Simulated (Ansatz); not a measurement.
Predict the output of the script below (Ansatz 0.2.0, Python API).

Script `energy_ch7bclnsi.py`:
```python
# -*- coding: utf-8 -*-
'''Electronic structure of the CH7BClNSi molecule.'''

from dataclasses import dataclass
from pathlib import Path
import json

import ansatz as az
from ase import Atoms
import numpy as np


@dataclass(frozen=True)
class RunConfig:
    basis: str = 'def2-SVP'
    level: str = 'MP2'


settings = RunConfig()

atoms = Atoms(['Si', 'N', 'C', 'B', 'Cl', 'H', 'H', 'H', 'H', 'H', 'H', 'H'], positions=[
    (-1.6476, 0.1328, -0.1564),
    (-0.3254, -0.9918, -0.2282),
    (0.8256, -0.4593, 0.4512),
    (1.78, 0.4895, -0.5091),
    (2.0001, 2.2387, -0.0855),
    (-1.3147, 1.4445, -0.842),
    (-2.833, -0.403, -0.8481),
    (-2.0081, 0.4767, 1.2254),
    (-0.6391, -1.8199, 0.3357),
    (1.5215, -1.3041, 0.7797),
    (0.5751, 0.082, 1.4189),
    (2.1427, 0.0588, -1.5075),
])
molecule = az.Crystal.molecule_from_ase(atoms)

job = (
    molecule.calculation()
    .basis(gaussian=settings.basis)
    .correlation(settings.level)
    .forces()
    .orbitals()
)
done = job.run(threads=1, runs_dir='out')
r = done.report

print('reference energy %16.6f eV' % r['reference_energy_ev'])
print('total energy     %16.6f eV' % r['free_energy_ev'])
print('occupied (up, down):', r['n_occupied'], ' virtual:', r['n_virtual'], ' frozen:', r['n_frozen'])

print('correlation energy', round(r['free_energy_ev'] - r['reference_energy_ev'], 5), 'eV')
cluster = r['correlation'].get('coupled_cluster')
if cluster:
    print('cycles', cluster['cycles'], ' T1 diagnostic', round(cluster['t1_diagnostic'], 4), ' largest double', round(cluster['largest_double'], 4))

symbols = [site.symbol for site in molecule.cartesian_sites]
forces = np.array(r['forces_ev_ang'])
print('largest force', round(float(np.linalg.norm(forces, axis=1).max()), 4), 'eV/A, rms', round(float(np.sqrt((forces ** 2).mean())), 4))

charges = r['charge_distribution']
print('dipole moment', round(4.803205 * float(np.linalg.norm(charges['dipole_moment_e_ang'])), 3), 'D')
print('Mulliken:', [(s, round(q, 3)) for s, q in zip(symbols, charges['mulliken_charges_e'])])

lines = Path(r['orbitals_path']).read_text().splitlines()
field_of = lambda key: [line.split('=')[1].strip() for line in lines if line.startswith(key)]
orbitals = [(27.211386 * float(e), s, float(n)) for e, s, n in zip(field_of('Ene='), field_of('Spin='), field_of('Occup='))]
homo = max(e for e, _, n in orbitals if n > 0.5)
lumo = min(e for e, _, n in orbitals if n < 0.5)
for e, spin, n in sorted(orbitals):
    if homo - 15 < e < lumo + 5:
        print(f'{spin:6s} {e:10.3f} eV  occupation {n:.0f}')
with open('ch7bclnsi.json', 'w') as handle:
    json.dump({k: r[k] for k in ('free_energy_ev', 'reference_energy_ev', 'n_occupied', 'n_virtual')}, handle, indent=1)
```

`python energy_ch7bclnsi.py` gives:
```text
reference energy    -23652.306705 eV
total energy        -23669.418430 eV
occupied (up, down): [15, 15]  virtual: [85, 85]  frozen: 13
correlation energy -17.11173 eV
largest force 3.2166 eV/A, rms 0.9676
dipole moment 1.894 D
Mulliken: [('Si', 0.591), ('N', -0.472), ('C', -0.076), ('B', 0.268), ('Cl', -0.124), ('H', -0.124), ('H', -0.129), ('H', -0.138), ('H', 0.152), ('H', 0.056), ('H', 0.035), ('H', -0.039)]
Alpha     -24.177 eV  occupation 2
Alpha     -19.794 eV  occupation 2
Alpha     -18.524 eV  occupation 2
Alpha     -17.613 eV  occupation 2
Alpha     -16.348 eV  occupation 2
Alpha     -15.193 eV  occupation 2
Alpha     -14.534 eV  occupation 2
Alpha     -13.481 eV  occupation 2
Alpha     -13.089 eV  occupation 2
Alpha     -12.893 eV  occupation 2
Alpha     -12.602 eV  occupation 2
Alpha     -11.766 eV  occupation 2
Alpha     -10.790 eV  occupation 2
Alpha       2.124 eV  occupation 0
Alpha       4.284 eV  occupation 0
Alpha       5.067 eV  occupation 0
Alpha       5.635 eV  occupation 0
Alpha       5.968 eV  occupation 0
Alpha       6.232 eV  occupation 0
Alpha       6.437 eV  occupation 0
```

File `ch7bclnsi.json` afterwards:
```json
{
 "free_energy_ev": -23669.418430236063,
 "reference_energy_ev": -23652.306704895524,
 "n_occupied": [
  15,
  15
 ],
 "n_virtual": [
  85,
  85
 ]
}
```

What to keep in mind:
- Total energies depend on the basis set; only differences at equal settings carry meaning.
- The geometry is a force-field or estimated start, not a minimum of this method, and the basis set is short of its limit.
- Alpha marks a spatial orbital of a restricted run, filled by both spins.
- Levels such as HOMO and LUMO are orbital energies: in Hartree-Fock the gap is too wide and the LUMO hangs on the basis.
- Inner cores stay frozen, so this is valence correlation.
- Timing: 7.2 s on 1 thread of Intel(R) Xeon(R) Platinum 8259CL CPU @ 2.50GHz (Skylake/Cascade Lake), with other jobs on the host, peak memory 0.35 GiB.

(A comment or docstring line of the script was reworded after the run, the code is as it ran; lines on the test bed's own set-up are left out of the output.)
